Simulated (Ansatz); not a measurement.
# TiB: a minimum-energy path by PAW and LAPW

How high is the barrier in TiB on the path to the inverted structure? Run with PAW and LAPW; the cell is small, so the move is collective. Both runs start alike, so that frozen cores can be judged against all electrons.

Program: Ansatz 0.2.0. Level of theory: DFT LDA, scalar-relativistic. These are calculated values, not measurements.

## Step 1: The starting structure

The cell holds 2 atoms (BTi): a = 2.971 Å, b = 2.971 Å, c = 2.971 Å, α = 60.00°, β = 60.00°, γ = 60.00°.

Coordinates:

```
CELL_PARAMETERS angstrom
0.00000 2.10100 2.10100
2.10100 0.00000 2.10100
2.10100 2.10100 0.00000
ATOMIC_POSITIONS crystal
Ti 0.25000 0.25000 0.25000
B 0.00000 0.00000 0.00000
```

The cell comes from a crystallographic database entry that wasn't checked; take it as a given geometry, which may be far from equilibrium.

## Step 2: PAW with frozen cores

File input.yaml:

```yaml
crystal:
  lattice:
    - [0.0, 2.101, 2.101]
    - [2.101, 0.0, 2.101]
    - [2.101, 2.101, 0.0]
  atoms:
    - { symbol: Ti, position: [0.25, 0.25, 0.25] }
    - { symbol: B, position: [0.0, 0.0, 0.0] }
kpoints:
  mp_grid: { grid: [9, 9, 9] }
scf:
  occupations: { method: fermi_dirac, width: 0.05 }
hamiltonian:
  xc: lda
  pseudopotentials: { kind: paw }
output:
  forces: true
neb:
  images: 3
  f_tol: 0.05
  max_iterations: 40
  relax_end_points: true
  final_atoms:
    - { symbol: Ti, position: [0.0, 0.0, 0.5] }
    - { symbol: B, position: [0.25, 0.25, -0.25] }
```

The run is started by

```console
> ansatz run input.yaml --threads 4 --pin off --max-ram 4096MiB --backend cpu --events-out ev --progress --plain --runs-dir out
```

Standard output, shortened:

```text
Warning: neb: disabling space-group detection — the band's intermediate images generally break the endpoint symmetry, so no spatial operation reduces the k-mesh or symmetrises the density, except that a semilocal band can use its path's symmetry ahead of convergence; time reversal is [...]
Pseudopotentials: kind: paw
Pseudopotential: Ti, paw, valence charge 12, recommended cutoff 420 eV (normal)
Pseudopotential: B, paw, valence charge 3, recommended cutoff 420 eV (normal)
Functional definition: SPW92
[...]
parallel-image band execution: 3 concurrent image workers
NEB image 0
Crystal: 2 atoms, lattice volume = 18.548 Å³
Basis set: ecut = 420 eV, 339 PW (Γ)
Bands: 12, of which v1, the nominal top of the filled ones, is band 8 counted from 1 (7 counted from 0)
Symmetry: 1 space group operations
k-points: 365 of 729 (time reversal used)
[...]
SCF iter   1: F=—  HF=-2596.105734 eV  |F-HF|=—  |Δ(HF+E_count)|=         —  Δρ=1.11e-2  dr2=2.20e-2  ethr=1.77e-3  ⟨swp⟩=4.8  Hψ=21603  notcnv=0
[...]
NSCF: frozen V_eff on 365 k-points
NEB image 4
[...]
NSCF: frozen V_eff on 365 k-points
NEB end point (image 0): max|allowed force component| = 2.732e-6 eV/Å (the criterion of neb.relax_end_points is 1.000e-2)
NEB end point (image 4): max|allowed force component| = 2.507e-6 eV/Å (the criterion of neb.relax_end_points is 1.000e-2)
NEB image 0, for its relaxation
[...]
NEB image 0, for its relaxation
[...]
NEB image 0, for its relaxation
[...]
NEB image 0, for its relaxation
[...]
SCF iter   6: F=-2596.098219 eV  HF=-2596.098219 eV  |F-HF|=2.27e-11  |Δ(HF+E_count)|=  1.53e-10  Δρ=5.63e-7  dr2=3.66e-11  ethr=1.00e-12  ⟨swp⟩=4.8  Hψ=14513  notcnv=0
```

## Step 3: The log goes on: path to the inverted structure

The log, continued, shortened:

```text
[...]
NEB image 0, for its relaxation
SCF iter   1: F=—  HF=-2596.099398 eV  |F-HF|=—  |Δ(HF+E_count)|=         —  Δρ=4.43e-3  dr2=3.13e-3  ethr=2.09e-4  ⟨swp⟩=5.6  Hψ=22072  notcnv=0  defer=13
[...]
NEB image 0, for its relaxation
[...]
NEB image 0, for its relaxation
[...]
NEB image 0, for its relaxation
[...]
NEB image 0
[...]
NSCF: frozen V_eff on 365 k-points
NEB end point (image 0): relaxed in 48 SCF iterations, 0.000000 eV lower, largest move of an atom 0.000 Å; tested for a saddle point, 0 escaped on the way
NEB image 4, for its relaxation
[...]
NEB image 4, for its relaxation
[...]
NEB image 4, for its relaxation
[...]
NEB image 4, for its relaxation
[...]
NEB image 4, for its relaxation
[...]
SCF iter   4: F=—  HF=-2596.098219 eV  |F-HF|=—  |Δ(HF+E_count)|=   1.67e-6  Δρ=3.39e-5  dr2=1.00e-7  ethr=4.02e-8  ⟨swp⟩=1.0  Hψ=4378  notcnv=0  defer=10
```

## Step 4: The output, continued: path to the inverted structure

The log, continued, shortened:

```text
SCF iter   5: F=—  HF=-2596.098219 eV  |F-HF|=—  |Δ(HF+E_count)|=   5.48e-7  Δρ=6.20e-6  dr2=2.95e-9  ethr=6.67e-10  ⟨swp⟩=2.0  Hψ=6685  notcnv=0  defer=10
[...]
NEB image 4, for its relaxation
[...]
NEB image 4, for its relaxation
[...]
NEB image 4, for its relaxation
[...]
NEB image 4
[...]
NSCF: frozen V_eff on 365 k-points
NEB end point (image 4): relaxed in 48 SCF iterations, 0.000000 eV lower, largest move of an atom 0.000 Å; tested for a saddle point, 0 escaped on the way
NEB image 1
Symmetry: 4 space group operations
k-points: 125 of 729 (time reversal used)
[...]
NEB image 2
[...]
NEB image 3
[...]
SCF iter   6: F=-2594.018511 eV  HF=-2594.018511 eV  |F-HF|=1.36e-10  |Δ(HF+E_count)|=   6.32e-8  Δρ=5.93e-6  dr2=2.65e-9  ethr=6.67e-10  ⟨swp⟩=4.7  Hψ=4611  notcnv=0
[...]
NEB iter   1: max|band force component| = 1.167e-8 eV/Å  barrier→ = 3.4781 eV  barrier← = 3.4781 eV  CI = image 2  Δτ_max = 0.0000 Å  (42 SCF iters)
[...]
WARN: NEB end point (image 4): the path dips 3.262004 eV below it before the top, so the barrier from the dip is that much higher. The path crosses a lower well, or the end point is a saddle point, which neb.relax_end_points tests for
[...]
  forward barrier  = 0.810659 eV
  backward barrier = 0.810659 eV
  lagrangian_above_aufbau_ev (what the smearing adds, to first order; not taken off the barriers): saddle image -0.003149 eV, end points -0.004432 and -0.004432 eV
  climbing image's point = a first-order saddle point (lowest curvatures found: -23.11 and 69.96 eV/Å²)
  energies are F+E_penalty+E_count in eV, relative to image 0
  image     s (Å)  Δ vs image 0  max|band force component| (eV/Å)
      0    0.0000      0.000000                                 —
  *   1    0.3944      0.810659                          3.405e-4
      2    1.0680     -3.262004                          4.546e-3
      3    1.7423     -0.246280                          1.100e-2
      4    2.4168      0.000000                                 —
  saddle-point geometry (image 1):
  cell:  # Å, volume = 18.5485 Å³
    - [0.0, 2.101, 2.101]
    - [2.101, 0.0, 2.101]
    - [2.101, 2.101, 0.0]
  atoms:
    - { symbol: Ti, position: [0.13503447515963826, 0.2883203130446169, 0.28832260770448503] }
    - { symbol: B, position: [0.11496552484036175, -0.038320313044616874, -0.03832260770448508] }
```

Run time: 91 s. Hardware: 4 threads of Intel Xeon 6975P-C (Granite Rapids), shared host; peak memory 1.1 GiB.

## Step 5: Images and barrier

The 3 inner images lie between the fixed ends 0 and 4. Energy is taken from image 0, and the path length is the program's own coordinate along the band.

```
image  path (Å)  energy (eV)   Ti1 x y z (Å)     B2 x y z (Å)  band force (eV/Å)
    0     0.000       0.0000  1.05 1.05 1.05   0.00 0.00 0.00                  -
   1*     0.394       0.8107  1.21 0.89 0.89  -0.16 0.16 0.16              0.000
    2     1.068      -3.2620  1.51 0.59 0.67  -0.46 0.46 0.38              0.005
    3     1.742      -0.2463  1.33 0.78 0.28  -0.28 0.28 0.78              0.011
    4     2.417       0.0000  1.05 1.05 0.00   0.00 0.00 1.05                  -
```

The star marks the climbing image.

image, energy (eV) and a bar:
```
        0      0.000 ########################
        1      0.811 ##############################
        2     -3.262 
        3     -0.246 ######################
        4      0.000 ########################
```

How the highest energy settled:

```
iteration  highest image above image 0 (eV)  largest band force (eV/Å)
        1                            3.4781                      0.000
        2                            3.4781                      0.000
        3                            3.2246                      1.687
        4                            3.1725                      1.894
        5                            3.0982                      2.147
        6                            2.9287                      2.612
        7                            2.4885                      3.898
        8                            1.1688                      6.152
        9                            0.7304                      6.177
       10                            0.8060                      3.632
       11                            0.8106                      0.628
       12                            0.8107                      0.011
       13                            0.8107                      0.011
```

Positions of all images (Å):

```xyz
2
Lattice="0.000 2.101 2.101 2.101 0.000 2.101 2.101 2.101 0.000" Properties=species:S:1:pos:R:3 pbc="T T T" image=0 dE=0.0000
Ti    1.051    1.051    1.050
B     0.000    0.000    0.000
2
Lattice="0.000 2.101 2.101 2.101 0.000 2.101 2.101 2.101 0.000" Properties=species:S:1:pos:R:3 pbc="T T T" image=1 dE=0.8107
Ti    1.212    0.889    0.889
B    -0.161    0.161    0.161
2
Lattice="0.000 2.101 2.101 2.101 0.000 2.101 2.101 2.101 0.000" Properties=species:S:1:pos:R:3 pbc="T T T" image=2 dE=-3.2620
Ti    1.512    0.589    0.673
B    -0.461    0.461    0.377
2
Lattice="0.000 2.101 2.101 2.101 0.000 2.101 2.101 2.101 0.000" Properties=species:S:1:pos:R:3 pbc="T T T" image=3 dE=-0.2463
Ti    1.326    0.775    0.275
B    -0.275    0.275    0.775
2
Lattice="0.000 2.101 2.101 2.101 0.000 2.101 2.101 2.101 0.000" Properties=species:S:1:pos:R:3 pbc="T T T" image=4 dE=0.0000
Ti    1.051    1.051    0.000
B     0.000    0.000    1.050
```

## Step 6: LAPW, all electrons

input.yaml, as its differences from that of step 2:

```diff
@@ -14,3 +14,3 @@
   xc: lda
-  pseudopotentials: { kind: paw }
+  pseudopotentials: { kind: all_electron, lapw: { basis_error: 0.001 } }
 output:
```

The run is started by

```console
> ansatz run input.yaml --threads 4 --pin off --max-ram 4096MiB --backend cpu --events-out ev --progress --plain --runs-dir out
```

Standard output, shortened:

```text
Warning: neb: disabling space-group detection — the band's intermediate images generally break the endpoint symmetry, so no spatial operation reduces the k-mesh or symmetrises the density, except that a semilocal band can use its path's symmetry ahead of convergence; time reversal is [...]
LAPW: plane waves up to 10.638 Å⁻¹, error target 1.0e-3 eV per atom; small_component_spin mean_spin; B in spheres of 0.745 Å, 5 of its electrons in bands, Dirac shells []; Ti in spheres of 1.020 Å, 20 of its electrons in bands, Dirac shells []
[...]
Pseudopotentials: kind: all_electron
Pseudopotential: Ti, LAPW, valence charge 20, Koelling and Harmon's equation, gaussian nucleus
Pseudopotential: B, LAPW, valence charge 5, Koelling and Harmon's equation, gaussian nucleus
[... 1 set-up line as earlier in the session ...]
[...]
parallel-image band execution: 3 concurrent image workers
[...]
SCF iter   1: F=—  HF=-23851.680291 eV  |F-HF|=—  |Δ(HF+E_count)|=         —  Δρ=1.47e-1  dr2=4.67e0  ethr=1.87e-2  ⟨swp⟩=2.0  Hψ=42289  notcnv=0
[...]
the basis was enlarged: its passes take 42.2 KiB over the memory plan, 4 of 4 planned eigensolver slots
[...]
NSCF: frozen V_eff on 365 k-points
the basis was enlarged: its passes take 42.2 KiB over the memory plan, 4 of 4 planned eigensolver slots
NEB image 4
[...]
the basis was enlarged: its passes take 42.2 KiB over the memory plan, 4 of 4 planned eigensolver slots
[...]
NSCF: frozen V_eff on 365 k-points
the basis was enlarged: its passes take 42.2 KiB over the memory plan, 4 of 4 planned eigensolver slots
NEB end point (image 0): max|allowed force component| = 1.844e-6 eV/Å (the criterion of neb.relax_end_points is 1.000e-2)
NEB end point (image 4): max|allowed force component| = 1.478e-6 eV/Å (the criterion of neb.relax_end_points is 1.000e-2)
NEB image 0, for its relaxation
[...]
NEB image 0, for its relaxation
[...]
NEB image 0, for its relaxation
[...]
NEB image 0, for its relaxation
[...]
NEB image 0, for its relaxation
SCF iter   1: F=—  HF=-23850.166358 eV  |F-HF|=—  |Δ(HF+E_count)|=         —  Δρ=4.15e-3  dr2=3.45e-3  ethr=1.38e-4  ⟨swp⟩=4.0  Hψ=21925  notcnv=0
[...]
```

## Step 7: The log goes on: path to the inverted structure, LAPW in place of PAW files

The log, continued, shortened:

```text
SCF iter   2: F=—  HF=-23850.164952 eV  |F-HF|=—  |Δ(HF+E_count)|=   1.41e-3  Δρ=7.86e-4  dr2=8.15e-5  ethr=3.25e-7  ⟨swp⟩=2.0  Hψ=28641  notcnv=0
[...]
NEB image 0, for its relaxation
[...]
NEB image 0, for its relaxation
[...]
NEB image 0, for its relaxation
[...]
NEB image 0
[...]
NSCF: frozen V_eff on 365 k-points
the basis was enlarged: its passes take 42.2 KiB over the memory plan, 4 of 4 planned eigensolver slots
NEB end point (image 0): relaxed in 49 SCF iterations, -0.000000 eV lower, largest move of an atom 0.000 Å; tested for a saddle point, 0 escaped on the way
NEB image 4, for its relaxation
[...]
NEB image 4, for its relaxation
[...]
NEB image 4, for its relaxation
[...]
NEB image 4, for its relaxation
[...]
NEB image 4, for its relaxation
[...]
NEB image 4, for its relaxation
[...]
SCF iter   5: F=—  HF=-23850.164930 eV  |F-HF|=—  |Δ(HF+E_count)|=   1.11e-8  Δρ=2.51e-6  dr2=4.22e-10  ethr=8.50e-11  ⟨swp⟩=3.0  Hψ=18150  notcnv=0
```

## Step 8: The log goes on: path to the inverted structure, LAPW in place of PAW files

The log, continued, shortened:

```text
SCF iter   6: F=-23850.164930 eV  HF=-23850.164930 eV  |F-HF|=3.27e-11  |Δ(HF+E_count)|=  1.20e-10  Δρ=5.06e-7  dr2=3.26e-11  ethr=5.22e-12 (applied; sched 1.69e-12)  ⟨swp⟩=2.6  Hψ=15852  notcnv=0
[...]
NEB image 4, for its relaxation
[...]
NEB image 4, for its relaxation
[...]
NEB image 4
[...]
NSCF: frozen V_eff on 365 k-points
the basis was enlarged: its passes take 42.2 KiB over the memory plan, 4 of 4 planned eigensolver slots
NEB end point (image 4): relaxed in 49 SCF iterations, -0.000000 eV lower, largest move of an atom 0.000 Å; tested for a saddle point, 0 escaped on the way
NEB image 1
[... 1 set-up line as earlier in the session ...]
k-points: 125 of 729 (time reversal used)
[...]
the basis was enlarged: its passes take 91.7 KiB over the memory plan, 1 of 1 planned eigensolver slots
[...]
NEB image 2
[...]
the basis was enlarged: its passes take 109.0 KiB over the memory plan, 1 of 1 planned eigensolver slots
[...]
NEB image 3
[...]
WARN: NEB end point (image 0): the path dips 3.267211 eV below it before the top, so the barrier from the dip is that much higher. The path crosses a lower well, or the end point is a saddle point, which neb.relax_end_points tests for
[...]
  forward barrier  = 0.813378 eV
  backward barrier = 0.813378 eV
  lagrangian_above_aufbau_ev (what the smearing adds, to first order; not taken off the barriers): saddle image -0.003148 eV, end points -0.004427 and -0.004427 eV
  climbing image's point = a first-order saddle point (lowest curvatures found: -23.15 and 70.29 eV/Å²)
  energies are F+E_penalty+E_count in eV, relative to image 0
  image     s (Å)  Δ vs image 0  max|band force component| (eV/Å)
      0    0.0000      0.000000                                 —
      1    0.6744     -0.244898                          9.778e-3
      2    1.3486     -3.267211                          5.155e-3
  *   3    2.0223      0.813378                          3.090e-4
      4    2.4168      0.000000                                 —
  saddle-point geometry (image 3):
  cell:  # Å, volume = 18.5485 Å³
    - [0.0, 2.101, 2.101]
    - [2.101, 0.0, 2.101]
    - [2.101, 2.101, 0.0]
  atoms:
    - { symbol: Ti, position: [-0.03832955826718362, 0.11499304626898024, 0.46166825703437775] }
    - { symbol: B, position: [0.28832955826718365, 0.13500695373101984, -0.21166825703437778] }
```

Wall time 23 min (4 threads of Intel Xeon 6975P-C (Granite Rapids), shared host); peak memory 3.6 GiB.

## Step 9: What the band shows

Images 0 and 4 are the ends. Energies count from image 0; the path length is the program's own measure over all atoms.

```
image  path (Å)  energy (eV)   Ti1 x y z (Å)     B2 x y z (Å)  band force (eV/Å)
    0     0.000       0.0000  1.05 1.05 1.05   0.00 0.00 0.00                  -
    1     0.674      -0.2449  1.33 0.78 0.78  -0.28 0.28 0.28              0.010
    2     1.349      -3.2672  1.51 0.59 0.38  -0.46 0.46 0.67              0.005
   3*     2.022       0.8134  1.21 0.89 0.16  -0.16 0.16 0.89              0.000
    4     2.417       0.0000  1.05 1.05 0.00   0.00 0.00 1.05                  -
```

The star marks the climbing image.

image, energy (eV) and a bar:
```
        0      0.000 ########################
        1     -0.245 ######################
        2     -3.267 
        3      0.813 ##############################
        4      0.000 ########################
```

## Step 10: Summary of results

| quantity | value |
| --- | --- |
| PAW: barrier forwards | 0.811 eV |
| PAW: barrier backwards | 0.811 eV |
| PAW: second end relative to first | 0.000 eV |
| PAW: highest image | 1 of 0 to 4, climbing |
| PAW: band iterations | 13 |
| LAPW: barrier forwards | 0.813 eV |
| LAPW: barrier backwards | 0.813 eV |
| LAPW: second end relative to first | 0.000 eV |
| LAPW: highest image | 3 of 0 to 4, climbing |
| LAPW: band iterations | 13 |

What this shows: PAW: The top lies 0.81 eV above the first end, or 31 kT at room temperature. The two ends lie within 1 meV of each other. The band dips to -3.26 eV at image 2, below both ends, so a lower minimum lies on the way, and the climb from that dip is 4.07 eV. One curvature at the top is negative and the next is not: a first-order saddle point. LAPW: The barrier from the first end is 0.81 eV, 31 times kT at 300 K. The band dips to -3.27 eV at image 2, below both ends, so a lower minimum lies on the way, and the climb from that dip is 4.08 eV. The highest points differ by 3 meV between the methods. Since every periodic image moves, this is not the barrier of a lone defect. LAPW took about 15 times as long as PAW (23 min against 91 s, on a shared host and with the outputs that each input asks for).
